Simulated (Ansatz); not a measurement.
**H₆N₃NbO: a ladder of functionals and wavefunction methods**

One table from this session's results is given with a row withheld; the runs are named, their logs left out.

Method: functionals in def2-TZVPP, the program's frozen cores in correlated methods; program: Ansatz 0.2.0, Gaussian basis.

Levels to be run: LDA (SPW92), PBE-D4, revPBE-D4, BLYP-D4, r2SCAN-D4, B97M-V, PBE0-D4, B3LYP-D4, r2SCANh-D4, r2SCAN0-D4, HSE06-D4, BHLYP-D4, CAM-B3LYP-D4, LC-ωPBE, ωB97X-V, ωB97M-V, B2PLYP, PBE-QIDH; CCSD(T)/def2-SVP; CCSD(T)/def2-TZVPP; MP2/def2-QZVPP; extrapolation to the limit; RPA on PBE.

1 further run of the same task is left out (for a known fault of the program).

## The geometry

The geometry comes from an earlier relaxation with PBE0-D4 in a triple-zeta def2 set; it is a stationary point, not always the lowest conformer. Nb takes the def2 core potential; no spin-orbit term is included.

SMILES `[NH2][Nb]([NH2])([NH2])=[O]`, 11 atoms, charge 0, spin multiplicity 1.

Atoms are counted from 1 here; the program's logs count them from 0.

Bond lengths: N1–Nb2 1.986 Å, N1–H6 1.009 Å, N1–H7 1.010 Å, Nb2–N3 1.986 Å, Nb2–N4 1.986 Å, Nb2–O5 1.696 Å, N3–H8 1.010 Å, N3–H9 1.009 Å, N4–H10 1.010 Å, N4–H11 1.009 Å. Angles: Nb2–N1–H6 123.7°, Nb2–N1–H7 126.4°, H6–N1–H7 109.6°, N1–Nb2–N3 110.3°, N1–Nb2–N4 110.2°, N1–Nb2–O5 108.7°, N3–Nb2–N4 110.2°, N3–Nb2–O5 108.7°, N4–Nb2–O5 108.7°, Nb2–N3–H8 126.4°, Nb2–N3–H9 123.7°, H8–N3–H9 109.6°, Nb2–N4–H10 126.4°, Nb2–N4–H11 123.7°, H10–N4–H11 109.6°.

As a file:

```xyz
11
charge 0, multiplicity 1
N    -1.6615    0.8731   -0.1425
Nb    0.1941    0.3043    0.2800
N     0.1807   -1.4551    1.2019
N     1.2767    0.2011   -1.3821
O     0.8928    1.4539    1.3133
H    -2.0552    1.7574    0.1437
H    -2.3760    0.3100   -0.5802
H    -0.0046   -2.3525    0.7784
H     0.4572   -1.5851    2.1640
H     1.0114   -0.2547   -2.2429
H     2.1498    0.6905   -1.5130
```

Set-up of the first run:

Contents of in.yaml:

```yaml
crystal:
  periodic: [false, false, false]
  atoms:
    - {symbol: N, position_ang: [-1.661534, 0.873117, -0.142533]}
    - {symbol: Nb, position_ang: [0.194055, 0.304253, 0.279988]}
    - {symbol: N, position_ang: [0.180749, -1.455066, 1.201912]}
    - {symbol: N, position_ang: [1.276712, 0.201112, -1.382096]}
    - {symbol: O, position_ang: [0.892775, 1.453913, 1.313327]}
    - {symbol: H, position_ang: [-2.055162, 1.757420, 0.143734]}
    - {symbol: H, position_ang: [-2.376049, 0.309996, -0.580160]}
    - {symbol: H, position_ang: [-0.004645, -2.352495, 0.778370]}
    - {symbol: H, position_ang: [0.457183, -1.585110, 2.163975]}
    - {symbol: H, position_ang: [1.011424, -0.254719, -2.242910]}
    - {symbol: H, position_ang: [2.149793, 0.690479, -1.513008]}
basis:
  gaussian: {orbitals: def2-TZVPP}
hamiltonian: {xc: lda}
output: {orbitals: {seedname: orbitals}}
```

Run with:

```bash
$ ansatz run in.yaml --threads 4 --pin off --events-out ev --progress --plain --max-ram 10444MiB
```

Among the steps run: LDA; PBE-D4 (GGA); revPBE-D4 (GGA); BLYP-D4 (GGA); r2SCAN-D4 (meta-GGA); B97M-V (meta-GGA); PBE0-D4 (hybrid); B3LYP-D4 (hybrid); r2SCANh-D4 (hybrid); r2SCAN0-D4 (hybrid); HSE06-D4 (hybrid); BHLYP-D4 (hybrid); CAM-B3LYP-D4 (range-separated); LC-ωPBE (range-separated); ωB97X-V (range-separated); ωB97M-V (range-separated); B2PLYP (double hybrid); PBE-QIDH (double hybrid).

One table of the session follows, with a row left open; its other results are not shown here.

It belongs to the step «Orbital energies across the functionals». 

| functional | HOMO (eV) | gap (eV) |
| --- | --- | --- |
| LDA (SPW92) | -5.67 | 4.29 |
| PBE-D4 | -5.48 | 4.29 |
| revPBE-D4 | -5.41 | 4.29 |
| BLYP-D4 | -5.36 | 4.27 |
| r2SCAN-D4 | -5.77 | 4.73 |
| B97M-V | -5.81 | 4.85 |
| PBE0-D4 | -6.83 | 6.50 |
| B3LYP-D4 | -6.60 | 6.02 |
| r2SCANh-D4 | -6.28 | 5.56 |
| r2SCAN0-D4 | -7.05 | 6.81 |
| HSE06-D4 | ? | ? |
| BHLYP-D4 | -8.11 | 8.40 |
| CAM-B3LYP-D4 | -8.21 | 8.67 |
| LC-ωPBE | -9.58 | 11.13 |
| ωB97X-V | -9.19 | 10.57 |
| ωB97M-V | -9.09 | 9.94 |

**Question.** Estimate the row for HSE06-D4.

As computed: HOMO (eV): -6.43; gap (eV): 5.72. In the column «HOMO (eV)» it lies between B3LYP-D4 (-6.60) and r2SCANh-D4 (-6.28).
